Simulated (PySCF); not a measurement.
**UTPSSh/aug-cc-pVDZ run of CH8NSi2 (SMILES CN([SiH2])[SiH3])**

What is the vertical ionisation energy of CH8NSi2 at UTPSSh/aug-cc-pVDZ? The job is set up through a Python script.

Program for the calculation: PySCF 2.14.0.

## (1) The structure to begin with

CH8NSi2 has 12 atoms, charge 0, and is taken as a doublet. SMILES: `CN([SiH2])[SiH3]`. The shape is that of a PBE0-D4/def2-TZVP optimisation. This is one conformer, not always the lowest.

Bond lengths: C1–N2 1.460 Å, N2–Si3 1.729 Å, N2–Si4 1.733 Å, C1–H5 1.096 Å, C1–H6 1.093 Å, C1–H7 1.095 Å, Si3–H8 1.496 Å, Si3–H9 1.491 Å, Si4–H10 1.490 Å, Si4–H11 1.489 Å, Si4–H12 1.482 Å. Some angles: C1–N2–Si3 118.6°, C1–N2–Si4 116.4°, Si3–N2–Si4 124.3°, N2–C1–H5 112.2°, N2–C1–H6 110.7°, N2–C1–H7 110.6°, N2–Si3–H8 107.8°, N2–Si3–H9 108.0°, N2–Si4–H10 111.3°, N2–Si4–H11 109.6°.

## (2) The energy at UTPSSh/aug-cc-pVDZ

The input, input.xyz:

```xyz
12
CH8NSi2
C     -0.523500     1.339500    -0.223600
N     -0.111200    -0.010100     0.150900
Si    -0.711200    -0.678700     1.628500
Si     0.759000    -0.910200    -1.047200
H     -1.338600     1.335100    -0.955900
H     -0.862800     1.896700     0.653300
H      0.316100     1.893400    -0.656900
H     -0.663800     0.395400     2.668900
H      0.167000    -1.823000     2.006100
H     -0.035700    -1.053200    -2.299300
H      2.014300    -0.189800    -1.397400
H      1.067300    -2.250300    -0.493400
```

The input, calc.py:

```python
# CN([SiH2])[SiH3]
from pyscf import gto, dft

molecule = gto.M(
    atom='input.xyz',
    charge=0,
    verbose=4,
    spin=1,
    max_memory=1860,
    basis='aug-cc-pvdz',
)

calc0 = dft.UKS(molecule)
calc0.xc = 'tpssh'
calc0.grids.level = 2
calc0.conv_tol = 1e-10
calc0.kernel()
if not calc0.converged:
    calc0 = calc0.newton().run(calc0.mo_coeff, calc0.mo_occ)

e_tot = calc0.e_tot
print('E = %.10f Eh' % e_tot)
```

Run with:

```bash
OMP_NUM_THREADS=1 python calc.py
```

Standard output:

```text
PySCF version 2.14.0

[INPUT] num. atoms = 12
[INPUT] num. electrons = 49
[INPUT] charge = 0
[INPUT] spin (= nelec alpha-beta = 2S) = 1
[INPUT] symmetry False subgroup None
[INPUT] Mole.unit = angstrom
[INPUT] Symbol           X                Y                Z      unit          X                Y                Z       unit  Magmom
[INPUT]  1 C     -0.523500000000   1.339500000000  -0.223600000000 AA   -0.989271626210   2.531288143855  -0.422542761453 Bohr   0.0
[INPUT]  2 N     -0.111200000000  -0.010100000000   0.150900000000 AA   -0.210137545052  -0.019086233858   0.285159672197 Bohr   0.0
[INPUT]  3 Si    -0.711200000000  -0.678700000000   1.628500000000 AA   -1.343973219791  -1.282557120742   3.077418993854 Bohr   0.0
[INPUT]  4 Si     0.759000000000  -0.910200000000  -1.047200000000 AA    1.434302128545  -1.720028718579  -1.978921197645 Bohr   0.0
[INPUT]  5 H     -1.338600000000   1.335100000000  -0.955900000000 AA   -2.529587390343   2.522973348907  -1.806389202472 Bohr   0.0
[INPUT]  6 H     -0.862800000000   1.896700000000   0.653300000000 AA   -1.630455700275   3.584243540463   1.234558077178 Bohr   0.0
[INPUT]  7 H      0.316100000000   1.893400000000  -0.656900000000 AA    0.597342427975   3.578007444251  -1.241361091227 Bohr   0.0
[INPUT]  8 H     -0.663800000000   0.395400000000   2.668900000000 AA   -1.254400201486   0.747197709653   5.043490053852 Bohr   0.0
[INPUT]  9 H      0.167000000000  -1.823000000000   2.006100000000 AA    0.315584262802  -3.444970725082   3.790979578490 Bohr   0.0
[INPUT] 10 H     -0.035700000000  -1.053200000000  -2.299300000000 AA   -0.067463222647  -1.990259554392  -4.345047278212 Bohr   0.0
[INPUT] 11 H      2.014300000000  -0.189800000000  -1.397400000000 AA    3.806475332711  -0.358670018442  -2.640703286467 Bohr   0.0
[INPUT] 12 H      1.067300000000  -2.250300000000  -0.493400000000 AA    2.016904692748  -4.252450698109  -0.932390869860 Bohr   0.0

nuclear repulsion = 220.767058676932
number of shells = 72
number of NR pGTOs = 258
number of NR cGTOs = 172
basis = aug-cc-pvdz
ecp = {}

******** <class 'pyscf.dft.uks.UKS'> ********
method = UKS
initial guess = minao
damping factor = 0
level_shift factor = 0
DIIS = <class 'pyscf.scf.diis.CDIIS'>
diis_start_cycle = 1
diis_space = 8
diis_damp = 0
SCF conv_tol = 1e-10
SCF conv_tol_grad = None
SCF max_cycles = 50
direct_scf = True
direct_scf_tol = 1e-13
number electrons alpha = 25  beta = 24
XC library pyscf.dft.libxc version 7.0.0
    S. Lehtola, C. Steigemann, M. J.T. Oliveira, and M. A.L. Marques.,  SoftwareX 7, 1–5 (2018)
XC functionals = tpssh
radial grids:
    Treutler-Ahlrichs [JCP 102, 346 (1995); DOI:10.1063/1.469408] (M4) radial grids

becke partition: Becke, JCP 88, 2547 (1988); DOI:10.1063/1.454033
pruning grids: <function nwchem_prune>
grids dens level: 2
symmetrized grids: False
atomic radii adjust function: <function treutler_atomic_radii_adjust>
small_rho_cutoff = 0
Set gradient conv threshold to 1e-05
tot grids = 89032
init E= -676.707084982698
[... the frontier-level lines of each cycle are left out ...]


cycle= 1 E= -676.642997903677  delta_E= 0.0641  |g|= 0.286  |ddm|= 3.33
cycle= 2 E= -676.535386637041  delta_E= 0.108  |g|= 0.541  |ddm|= 1.01
cycle= 3 E= -676.679615952862  delta_E= -0.144  |g|= 0.0706  |ddm|= 0.661
cycle= 4 E= -676.682154615241  delta_E= -0.00254  |g|= 0.0183  |ddm|= 0.149
cycle= 5 E= -676.68232663577  delta_E= -0.000172  |g|= 0.00686  |ddm|= 0.0318
cycle= 6 E= -676.682351972416  delta_E= -2.53e-05  |g|= 0.00127  |ddm|= 0.0109
cycle= 7 E= -676.682353177936  delta_E= -1.21e-06  |g|= 0.000426  |ddm|= 0.00318
cycle= 8 E= -676.682353313689  delta_E= -1.36e-07  |g|= 0.000131  |ddm|= 0.00113
cycle= 9 E= -676.682353327498  delta_E= -1.38e-08  |g|= 3.39e-05  |ddm|= 0.000355
cycle= 10 E= -676.682353328634  delta_E= -1.14e-09  |g|= 1.35e-05  |ddm|= 0.00011
cycle= 11 E= -676.682353328795  delta_E= -1.61e-10  |g|= 4.43e-06  |ddm|= 3.57e-05
cycle= 12 E= -676.682353328808  delta_E= -1.36e-11  |g|= 2.2e-06  |ddm|= 1.17e-05
Extra cycle  E= -676.682353328806  delta_E= 2.27e-12  |g|= 3.59e-06  |ddm|= 7.82e-06
converged SCF energy = -676.682353328806  <S^2> = 0.75304882  2S+1 = 2.0030465
E = -676.6823533288 Eh
```

Run time: 92 s. Hardware: 1 thread of Arm Neoverse V2, shared host; peak memory 1.5 GiB.

## (3) The singlet cation

The input, run.py:

```python
from pyscf import gto, dft

mol = gto.M(
    atom='''
C     -0.989272     2.531288    -0.422543
N     -0.210138    -0.019086     0.285160
Si    -1.343973    -1.282557     3.077419
Si     1.434302    -1.720029    -1.978921
H     -2.529587     2.522973    -1.806389
H     -1.630456     3.584244     1.234558
H      0.597342     3.578007    -1.241361
H     -1.254400     0.747198     5.043490
H      0.315584    -3.444971     3.790980
H     -0.067463    -1.990260    -4.345047
H      3.806475    -0.358670    -2.640703
H      2.016905    -4.252451    -0.932391
''',
    max_memory=1860,
    charge=1,
    unit='bohr',
    verbose=3,
    basis='aug-cc-pvdz',
)

ks = dft.RKS(mol)
ks.xc = 'tpssh'
ks.conv_tol = 1e-10
ks.grids.level = 2
ks.kernel()
if not ks.converged:
    ks = ks.newton().run(ks.mo_coeff, ks.mo_occ)

energy = ks.e_tot
print('E = %.10f Eh' % energy)
```

Run with:

```bash
OMP_NUM_THREADS=1 python run.py
```

Standard output:

```text
converged SCF energy = -676.413866096776
E = -676.4138660968 Eh
```

Run time: 48 s. Hardware: 1 thread of Arm Neoverse V2, shared host; peak memory 1.5 GiB.

## (4) Outcome

At UTPSSh/aug-cc-pVDZ:

```
                                           quantity          value
                      doublet CH8NSi2: total energy  -676.68235 Eh
                     doublet CH8NSi2: dipole moment         1.20 D
doublet CH8NSi2: HOMO energy (highest over α and β)       -4.85 eV
 doublet CH8NSi2: LUMO energy (lowest over α and β)       -2.43 eV
                              doublet CH8NSi2: ⟨S²⟩          0.753
                       singlet cation: total energy  -676.41387 Eh
                        singlet cation: HOMO energy      -12.73 eV
                        singlet cation: LUMO energy       -9.60 eV
                      singlet cation: HOMO–LUMO gap        3.12 eV
 vertical ionisation energy (to the singlet cation)       7.306 eV
```

Removing an electron at fixed nuclei costs 7.31 eV (168 kcal/mol). Only the singlet of the ionised species was computed; a triplet could lie lower. Mulliken charges (singlet cation) run from -0.50 on Si4 to +0.89 on C1; in a basis this large or diffuse they mean little.
